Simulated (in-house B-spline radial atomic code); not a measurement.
# Cs³²⁺: symmetry-violating constants of one valence electron

How strongly does Cs³²⁺ (core [Ar] 3d3/2^4) respond to a weak charge, an electron EDM and a larger nucleus? Each constant is a sum over states, at Dirac-Hartree-Fock, with RPA, and on Brueckner orbitals.

The numbers are computed with an in-house B-spline radial atomic code, version 1 (Dirac-Hartree-Fock, RPA and Brueckner orbitals, sums over states, B-spline basis), except any that are marked as measured or tabulated.

## Step 1: What is computed

```
element     : caesium (Z = 55)
charge      : +32
closed core : [Ar] 3d3/2^4
nucleus     : mass number 133, rms radius 4.804 fm
note        : closed in jj coupling only
```

## Step 2: The run and its levels

Settings:

```ini
basis_form = 2
Z = 55
core_configuration = [Ar] 3d-4
rms_radius = 4.8041
mass_number = 133
speed_of_light = 137.035999084
box_radius = 2.121
lmax = 6
intervals = 56
virtual_cutoff = 6050.0
```

Launch:

```sh
python run_mb.py task.json out
```

task.json holds these settings.

After this run come: Weak-charge mixing; Electron EDM and scalar-pseudoscalar coupling; Response to the nuclear radius.

What does the calculation give? Wanted: E1; EDM enhancement, 4s1/2; atomic EDM per C_SP and nucleon, 4s1/2; field shift, 4s1/2.

As calculated:

| quantity | value |
| --- | --- |
| E1 (5s1/2 – 4s1/2) per unit weak charge | 0.002628 × 10⁻¹¹ e bohr |
| EDM enhancement, 4s1/2 | 61.40 |
| atomic EDM per C_SP and nucleon, 4s1/2 | -0.2941 × 10⁻²⁰ e cm |
| field shift, 4s1/2 | 300.9 GHz/fm² |

In words: For 5s1/2 – 4s1/2 core polarisation (RPA) moves the amplitude by -3.7 % and the Brueckner orbitals by a further +0.030 %. The EDM enhancement of 4s1/2 is 61.4, so in that state the EDM exceeds the electron's own. It is not the lowest valence state computed (3d5/2). These effects come from s and p1/2 electrons at the nucleus and grow steeply with Z. 4p3/2 has no density at the nucleus, so its DHF field shift is near zero; the RPA value, -15.0 GHz/fm², comes from the core's response and has the opposite sign to that of the s states. Breit, QED, the neutron skin and higher orders are left out.
